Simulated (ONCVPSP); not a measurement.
# Gallium: generating and testing an ONCV potential

Task: generate the file, and judge it by its errors in other configurations, its logarithmic derivatives, its ghosts and its cutoff.

The numbers are computed with ONCVPSP 4.0.1.1 (patched build) (PBE, scalar-relativistic, spin-unpolarised reference atom).

### 1 The design

Typed settings, in words:

- element: gallium (Ga, Z = 31)
- type: optimised norm-conserving Vanderbilt (ONCV)
- frozen core: [Ar]
- valence charge: 13
- reference configuration: 3d10 4s2 4p1
- partial waves: 4s: rc 1.60 bohr, ncon 4, nbas 7, qcut 4.1 1/bohr, 2 projectors, debl 2.4 Ha; 4p: rc 1.85 bohr, ncon 4, nbas 8, qcut 3.6 1/bohr, 2 projectors, debl 4 Ha; 3d: rc 1.25 bohr, ncon 4, nbas 8, qcut 11.2 1/bohr, 3 projectors, debl 2.9 Ha
- local potential: polynomial inside 1.00 bohr (lpopt 1, dvloc0 0 Ha)
- core correction: Teter function, fcfact 5.75, rcfact 1.45

The outer shells as boxes (Hund's rule for the drawing; the calculation is spin-unpolarised):

```
[Ar] core
3d [↑↓][↑↓][↑↓][↑↓][↑↓]
4s [↑↓]
4p [↑ ][  ][  ]
```

### 2 Generating the potential

Contents of Ga.dat:

```
# ATOM AND REFERENCE CONFIGURATION
# atsym  z   nc   nv     iexc    psfile
  Ga 31.00    5    3        4      upf
#
#   n    l    f
    1    0    2.00
    2    0    2.00
    2    1    6.00
    3    0    2.00
    3    1    6.00
    3    2   10.00
    4    0    2.00
    4    1    1.00
#
# PSEUDOPOTENTIAL AND OPTIMIZATION
# lmax
    2
#
#   l,   rc,      ep,       ncon, nbas, qcut
    0    1.60    0.00    4    7    4.10
    1    1.85    0.00    4    8    3.60
    2    1.25    0.00    4    8   11.20
#
# LOCAL POTENTIAL
# lloc, lpopt,  rc(5),   dvloc0
    4    1    1.00    0.00
#
# VANDERBILT-KLEINMAN-BYLANDER PROJECTORs
# l, nproj, debl
    0    2    2.40
    1    2    4.00
    2    3    2.90
#
# MODEL CORE CHARGE
# icmod, fcfact, rcfact
    3    5.75    1.45
#
# LOG DERIVATIVE ANALYSIS
# epsh1, epsh2, depsh
   -2.00    5.00    0.02
#
# OUTPUT GRID
# rlmax, drl
    6.00    0.01
#
# TEST CONFIGURATIONS
# ncnf
    4
# nvcnf
#   n    l    f
    3
    3    2   10.00
    4    0    2.00
    4    1    0.00
#
    3
    3    2   10.00
    4    0    1.00
    4    1    0.00
#
    3
    3    2   10.00
    4    0    0.00
    4    1    0.00
#
    3
    3    2   10.00
    4    0    1.00
    4    1    1.00
#
```

Command:

```
$ oncvpsp.x < Ga.dat > Ga.out
```

What does the calculation give? Wanted: cutoffs for 1 and 0.1 mHa per electron, occupied waves; bound ghosts; GHOST(+) flags; largest test error; largest phase difference near zero energy, channels read; rms error of d²Exc/dn², without and with the model core.

The runs gave:

| quantity | value |
| --- | --- |
| cutoffs for 1 and 0.1 mHa per electron, occupied waves | 57 Ha and 83 Ha |
| bound ghosts | none found |
| GHOST(+) flags | s at 44 eV, p at 167 eV |
| largest test error (AE − PS) | +11 meV, for 3d10 4s1 4p0 (1 test unsolved) |
| largest phase difference near zero energy, channels read | 0.002 rad |
| rms error of d²Exc/dn², without and with the model core | 5.46 and 0.83 mHa |

In words: By total energies transferability is good where solved: the largest error is 11 meV on 26.8 eV, for 3d10 4s1 4p0. Of the tests 1 gave no usable energy difference, which is a warning in itself. It counts as hard, with 57 Ha needed at the looser tolerance. At the looser tolerance the 3d wave is the slowest; 4s needs 7 Ha. It is free of bound ghosts as far as tested. Near zero energy the phases of the channels with partial waves agree within 0.002 rad. The program also flags highly localised states, GHOST(+) (s, p).
